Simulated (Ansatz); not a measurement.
**C₂H₉GaO₂: a ladder of functionals and wavefunction methods**

The task here is to estimate one member of a computed series from the others.

Method: functionals in def2-TZVPP, the program's frozen cores in correlated methods; program: Ansatz 0.2.0, Gaussian basis.

Plan: LDA (SPW92), PBE-D4, revPBE-D4, BLYP-D4, r2SCAN-D4, B97M-V, PBE0-D4, B3LYP-D4, r2SCANh-D4, r2SCAN0-D4, HSE06-D4, BHLYP-D4, CAM-B3LYP-D4, LC-ωPBE, ωB97X-V, ωB97M-V, B2PLYP, PBE-QIDH; CCSD(T)/def2-SVP; CCSD(T)/def2-TZVPP; MP2/def2-QZVPP; extrapolation to the limit; RPA on PBE.

## Structure used throughout

All runs share one geometry, relaxed beforehand with PBE0-D4 in a triple-zeta def2 set.

SMILES `[CH3][Ga-]([CH3])([OH])[OH2+]`, 14 atoms, charge 0, spin multiplicity 1.

Atoms are counted from 1 here; the program's logs count them from 0.

Bond lengths: C1–Ga2 1.959 Å, C1–H6 1.092 Å, C1–H7 1.091 Å, C1–H8 1.093 Å, Ga2–C3 1.975 Å, Ga2–O4 1.860 Å, Ga2–O5 2.196 Å, C3–H9 1.093 Å, C3–H10 1.093 Å, C3–H11 1.093 Å, O4–H12 0.958 Å, O5–H13 0.983 Å, O5–H14 0.962 Å. Angles: Ga2–C1–H6 111.5°, Ga2–C1–H7 110.0°, Ga2–C1–H8 110.8°, H6–C1–H7 108.6°, H6–C1–H8 107.8°, H7–C1–H8 108.0°, C1–Ga2–C3 129.2°, C1–Ga2–O4 113.0°, C1–Ga2–O5 101.8°, C3–Ga2–O4 114.7°, C3–Ga2–O5 103.5°, O4–Ga2–O5 78.6°, Ga2–C3–H9 110.6°, Ga2–C3–H10 111.3°, Ga2–C3–H11 111.7°, H9–C3–H10 107.2°, H9–C3–H11 107.6°, H10–C3–H11 108.3° and more.

The first run:

in.yaml

```yaml
crystal:
  periodic: [false, false, false]
  atoms:
    - {symbol: C, position_ang: [-1.465261, 1.456150, 0.246911]}
    - {symbol: Ga, position_ang: [-0.248963, -0.075948, 0.134794]}
    - {symbol: C, position_ang: [1.274523, -0.547676, 1.299533]}
    - {symbol: O, position_ang: [-0.956611, -1.498268, -0.832596]}
    - {symbol: O, position_ang: [0.681730, 0.230315, -1.831035]}
    - {symbol: H, position_ang: [-0.917215, 2.395259, 0.347091]}
    - {symbol: H, position_ang: [-2.084514, 1.507860, -0.650211]}
    - {symbol: H, position_ang: [-2.128258, 1.361924, 1.110446]}
    - {symbol: H, position_ang: [0.921916, -0.864221, 2.284760]}
    - {symbol: H, position_ang: [1.935486, 0.308872, 1.453627]}
    - {symbol: H, position_ang: [1.865134, -1.366889, 0.881867]}
    - {symbol: H, position_ang: [-0.717881, -2.366151, -0.504760]}
    - {symbol: H, position_ang: [0.204968, -0.603613, -2.039101]}
    - {symbol: H, position_ang: [1.622144, 0.033185, -1.872329]}
basis:
  gaussian: {orbitals: def2-TZVPP}
hamiltonian: {xc: lda}
output: {orbitals: {seedname: orbitals}}
```

Launch:

```console
$ ansatz run in.yaml --threads 4 --pin off --events-out ev --progress --plain --max-ram 11315MiB
```

Among the steps run: LDA; PBE-D4 (GGA); revPBE-D4 (GGA); BLYP-D4 (GGA); r2SCAN-D4 (meta-GGA); B97M-V (meta-GGA); PBE0-D4 (hybrid); B3LYP-D4 (hybrid); r2SCANh-D4 (hybrid); r2SCAN0-D4 (hybrid); HSE06-D4 (hybrid); BHLYP-D4 (hybrid); CAM-B3LYP-D4 (range-separated); LC-ωPBE (range-separated); ωB97X-V (range-separated); ωB97M-V (range-separated); B2PLYP (double hybrid); PBE-QIDH (double hybrid).

One table of the session follows, with a row left open; its other results are not shown here.

It belongs to the step «Frontier levels by functional». 

```
  functional  HOMO (eV)  gap (eV)
 LDA (SPW92)      -6.18      5.41
      PBE-D4      -6.00      5.37
   revPBE-D4      -5.93      5.38
     BLYP-D4      -5.88      5.20
   r2SCAN-D4      -6.27      6.30
      B97M-V      -6.34      5.89
     PBE0-D4      -7.32      7.53
    B3LYP-D4      -7.09      6.93
  r2SCANh-D4      -6.77      7.05
  r2SCAN0-D4      -7.50      8.14
    HSE06-D4      -6.92      6.76
    BHLYP-D4      -8.50      9.30
CAM-B3LYP-D4      -8.69      9.63
     LC-ωPBE          ?         ?
     ωB97X-V      -9.68     11.74
     ωB97M-V      -9.56     11.18
```

Q: Estimate the row for LC-ωPBE from the others.

As computed: HOMO (eV): -10.05; gap (eV): 12.35. In the column «HOMO (eV)» it is the lowest.
